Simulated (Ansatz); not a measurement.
# C₂H₄Cl₂Ge: one species, many methods

An exercise on one series of results from a longer session: the logs are not shown, and one member is left open.

Method: functionals in def2-TZVPP, the program's frozen cores in correlated methods; program: Ansatz 0.2.0, Gaussian basis.

Plan: LDA (SPW92), PBE-D4, revPBE-D4, BLYP-D4, r2SCAN-D4, B97M-V, PBE0-D4, B3LYP-D4, r2SCANh-D4, r2SCAN0-D4, HSE06-D4, BHLYP-D4, CAM-B3LYP-D4, LC-ωPBE, ωB97X-V, ωB97M-V, B2PLYP, PBE-QIDH; CCSD(T)/def2-SVP; CCSD(T)/def2-TZVPP; MP2/def2-QZVPP; extrapolation to the limit; RPA on PBE.

## The geometry

The geometry comes from an earlier relaxation with PBE0-D4 in a triple-zeta def2 set; it is a stationary point, not always the lowest conformer.

SMILES `C=[CH][GeH]([Cl])[Cl]`, 9 atoms, charge 0, spin multiplicity 1.

Atoms are counted from 1 here; the program's logs count them from 0.

Bond lengths: C1–C2 1.326 Å, C1–H6 1.086 Å, C1–H7 1.085 Å, C2–Ge3 1.923 Å, C2–H8 1.087 Å, Ge3–Cl4 2.148 Å, Ge3–Cl5 2.146 Å, Ge3–H9 1.531 Å. Angles: C2–C1–H6 121.4°, C2–C1–H7 121.9°, H6–C1–H7 116.7°, C1–C2–Ge3 122.8°, C1–C2–H8 120.5°, Ge3–C2–H8 116.7°, C2–Ge3–Cl4 108.8°, C2–Ge3–Cl5 108.8°, C2–Ge3–H9 116.8°, Cl4–Ge3–Cl5 108.0°, Cl4–Ge3–H9 106.6°, Cl5–Ge3–H9 107.5°.

Geometry (Å):

```mol
C2H4Cl2Ge
  3D, bonds by distance, orders not assigned

  9  8  0  0  0  0  0  0  0  0999 V2000
    1.6152   -0.0448   -0.0599 C   0  0
    0.4668   -0.6997    0.0392 C   0  0
   -1.2317    0.1916    0.1767 Ge  0  0
   -2.4764   -0.4320   -1.4597 Cl  0  0
   -0.9169    2.3076    0.0019 Cl  0  0
    2.5618   -0.5713   -0.1386 H   0  0
    1.6579    1.0398   -0.0710 H   0  0
    0.4489   -1.7867    0.0383 H   0  0
   -2.0373   -0.0510    1.4560 H   0  0
  1  2  8  0
  2  3  8  0
  3  4  8  0
  3  5  8  0
  1  6  8  0
  1  7  8  0
  2  8  8  0
  3  9  8  0
M  END
```

The first run:

in.yaml

```yaml
crystal:
  periodic: [false, false, false]
  atoms:
    - {symbol: C, position_ang: [1.615235, -0.044807, -0.059890]}
    - {symbol: C, position_ang: [0.466787, -0.699743, 0.039154]}
    - {symbol: Ge, position_ang: [-1.231700, 0.191598, 0.176724]}
    - {symbol: Cl, position_ang: [-2.476371, -0.432005, -1.459688]}
    - {symbol: Cl, position_ang: [-0.916856, 2.307613, 0.001907]}
    - {symbol: H, position_ang: [2.561782, -0.571297, -0.138587]}
    - {symbol: H, position_ang: [1.657867, 1.039796, -0.070966]}
    - {symbol: H, position_ang: [0.448920, -1.786696, 0.038334]}
    - {symbol: H, position_ang: [-2.037263, -0.050958, 1.456012]}
basis:
  gaussian: {orbitals: def2-TZVPP}
hamiltonian: {xc: lda}
output: {orbitals: {seedname: orbitals}}
```

Run with:

```
ansatz run in.yaml --threads 4 --pin off --events-out ev --progress --plain --max-ram 10444MiB
```

Steps of the session up to this table: LDA; PBE-D4 (GGA); revPBE-D4 (GGA); BLYP-D4 (GGA); r2SCAN-D4 (meta-GGA); B97M-V (meta-GGA); B3LYP-D4 (hybrid); r2SCANh-D4 (hybrid); r2SCAN0-D4 (hybrid); HSE06-D4 (hybrid); BHLYP-D4 (hybrid); CAM-B3LYP-D4 (range-separated); LC-ωPBE (range-separated); ωB97X-V (range-separated); ωB97M-V (range-separated); B2PLYP (double hybrid); PBE-QIDH (double hybrid).

One table of the session follows, with a row left open; its other results are not shown here.

It belongs to the step «Frontier levels by functional». 

| functional | HOMO (eV) | gap (eV) |
| --- | --- | --- |
| LDA (SPW92) | ? | ? |
| PBE-D4 | -7.38 | 5.27 |
| revPBE-D4 | -7.33 | 5.31 |
| BLYP-D4 | -7.22 | 5.25 |
| r2SCAN-D4 | -7.69 | 5.77 |
| B97M-V | -7.70 | 5.85 |
| PBE0-D4 | -8.63 | 7.49 |
| B3LYP-D4 | -8.37 | 7.01 |
| r2SCANh-D4 | -8.15 | 6.58 |
| r2SCAN0-D4 | -8.81 | 7.77 |
| HSE06-D4 | -8.23 | 6.71 |
| BHLYP-D4 | -9.60 | 9.54 |
| CAM-B3LYP-D4 | -9.96 | 9.95 |
| LC-ωPBE | -11.42 | 12.57 |
| ωB97X-V | -11.00 | 12.07 |
| ωB97M-V | -10.88 | 11.82 |

Estimate the missing values for LDA (SPW92).

The run gave: HOMO (eV): -7.51; gap (eV): 5.13. In the column «HOMO (eV)» it lies between r2SCAN-D4 (-7.69) and PBE-D4 (-7.38).
